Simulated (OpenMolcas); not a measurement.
# As2 (SMILES [As]#[As]): TPSSh/ANO-RCC-VTZP (DKH1)

What is the vertical ionisation energy of As2 at TPSSh/ANO-RCC-VTZP (DKH1)? 

The calculation is run with OpenMolcas 26.06.

## Step 1: The molecule

As2: 2 atoms, total charge 0, spin state singlet. As SMILES, `[As]#[As]`. The coordinates come from a PBE0-D4/def2-TZVP relaxation.

Bond lengths: As1–As2 2.089 Å.

## Step 2: A single-point energy at TPSSh/ANO-RCC-VTZP (DKH1)

File job.input:

```
&GATEWAY
 Coord
 2
 bohr
 As     0.00000000     0.00000000     0.00468652
 As     0.00000000     0.00000000     3.95234329
 Basis=ANO-RCC-VTZP
 Group=NoSym

&SEWARD
 Relativistic=R01O00
 Expert

&SCF
 KSDFT=HYB_MGGA_XC_TPSSH
 PrOrbitals=1 1
```

Started as:

```bash
$ export MOLCAS_MEM=1860
$ pymolcas job.input > job.log
```

The log of the run, cut to the lines that bear on the results:

```text
--- Start Module: gateway ---
[...]
--- Stop Module: gateway /rc=_RC_ALL_IS_WELL_ ---
--- Start Module: seward ---
[...]
 ###    WARNING:  EXPERT option is ON!                                       ###
 ###############################################################################
               SEWARD will generate:
[...]
      Basis functions           86
--- Stop Module: seward /rc=_RC_ALL_IS_WELL_ ---
[...]
--- Start Module: scf ---
[...]
       Convergence after   9 Iterations
[...]
::    Total KS-DFT energy                           -4532.5327081902
[...]
      Total spin, S                                     0.0000000000
[...]
      Total electronic charge=   66.000000
      Total            charge=   -0.000000
[...]
      Dipole Moment (debye):
      Origin of the operator (angstrom)=    0.0000    0.0000    1.0470
                   X=  2.1151E-11               Y= -2.1203E-11               Z= -1.6962E-06           Total=  1.6962E-06
      Quadrupole Moment (debye*angstrom):
[...]
--- Stop Module: scf /rc=_RC_ALL_IS_WELL_ ---
[...]
```

It took 12 s on 1 thread of Arm Neoverse V2, shared host; peak memory 0.52 GiB.

## Step 3: The doublet cation at the same level

File job.inp:

```
&GATEWAY
Coord
2
bohr
As     0.00000000     0.00000000     0.00468652
As     0.00000000     0.00000000     3.95234329
Basis=ANO-RCC-VTZP
Group=NoSym
&SEWARD
Relativistic=R01O00
Expert
&SCF
UHF
Charge=1
Spin=2
KSDFT=HYB_MGGA_XC_TPSSH
PrOrbitals=1 1
```

Started as:

```bash
$ export MOLCAS_MEM=1860
$ pymolcas job.inp > job.log
```

The log of the run, cut to the lines that bear on the results:

```text
--- Start Module: gateway ---
[...]
--- Stop Module: gateway /rc=_RC_ALL_IS_WELL_ ---
--- Start Module: seward ---
[...]
 ###    WARNING:  EXPERT option is ON!                                       ###
 ###############################################################################
               SEWARD will generate:
[...]
      Basis functions           86
--- Stop Module: seward /rc=_RC_ALL_IS_WELL_ ---
[...]
--- Start Module: scf ---
[...]
       Convergence after  21 Iterations
[...]
::    Total KS-DFT energy                           -4532.1769261856
[...]
      Total spin, S                                     0.5013254877
[...]
      Total electronic charge=   65.000000
      Total            charge=    1.000000
[...]
      Dipole Moment (debye):
      Origin of the operator (angstrom)=    0.0000    0.0000    1.0470
                   X= -4.3690E-12               Y= -8.3510E-12               Z=  1.1358E-06           Total=  1.1358E-06
      Center of Charge (angstrom)
[...]
--- Stop Module: scf /rc=_RC_ALL_IS_WELL_ ---
[...]
```

Wall time 20 s (1 thread of Arm Neoverse V2, shared host); peak memory 0.52 GiB.

## Step 4: Results

At TPSSh/ANO-RCC-VTZP (DKH1):

| quantity | value |
| --- | --- |
| singlet As2: total energy | -4532.53271 Eh |
| singlet As2: dipole moment | 0.00 D |
| singlet As2: HOMO energy | -6.95 eV |
| singlet As2: LUMO energy | -3.06 eV |
| singlet As2: HOMO–LUMO gap | 3.90 eV |
| doublet cation: total energy | -4532.17693 Eh |
| doublet cation: HOMO energy (highest over α and β) | -13.54 eV |
| doublet cation: LUMO energy (lowest over α and β) | -12.43 eV |
| doublet cation: ⟨S²⟩ | 0.753 |
| vertical ionisation energy (to the doublet cation) | 9.681 eV |

In words: This program's gradients are faulty for this kind of reference, so any forces in the log (doublet cation) can't be trusted; the energy can. Removing an electron at fixed nuclei costs 9.68 eV (934 kJ/mol). The negative HOMO energy of the first species, 6.95 eV, lies 2.73 eV below that difference.
